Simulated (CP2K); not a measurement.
The system is Hf2Pd2Se2Br2O3.

```
CELL_PARAMETERS angstrom
5.75899 0.00000 0.00000
-2.87949 4.98743 0.00000
0.00000 0.00000 8.52547
ATOMIC_POSITIONS crystal
Hf 0.33333 0.66667 0.54201
Hf 0.66667 0.33333 0.54201
Pd 0.33333 0.66667 0.12880
Pd 0.66667 0.33333 0.12880
Se 0.33333 0.66667 0.85572
Se 0.66667 0.33333 0.85572
Br 0.00000 0.00000 0.13895
Br 0.00000 0.00000 0.65384
O 0.50000 0.00000 0.42963
O 0.00000 0.50000 0.42963
O 0.50000 0.50000 0.42963
```

The cell was built by a generator and needn't be a form met in nature.

Base run:

- Program: CP2K 2026.2
- Functional: LDA
- Potentials or basis: POTENTIAL_UZH Hf GTH-PBE-q12, Pd GTH-PBE-q18, Se GTH-PBE-q6, Br GTH-PBE-q7, O GTH-PBE-q6; TZVP-MOLOPT-PBE-GTH basis
- Density cutoff: 13606 eV
- k mesh: 6 × 6 × 3
- Occupations: fermi-dirac, width 0.05 eV
- Spin: no spin polarisation

Its results: band gap on the k mesh none (metal or under the smearing width); pressure -5.9 GPa; largest force 1.232 eV/Å.

Problem. The run is repeated on the same cell with these changes: functional from LDA to PBEsol. What comes out?

Solution. Band gap on the k mesh none (metal or under the smearing width); pressure -4.1 GPa; largest force 1.063 eV/Å.

PBEsol binds less tightly than LDA, so the same cell stands under more pressure.

Caveats: the potentials were made for another functional, which shifts forces and pressure; spin-orbit coupling is left out, which moves the levels of the heavy elements; the basis of atomic orbitals isn't converged, which shifts pressures, moduli and gaps.
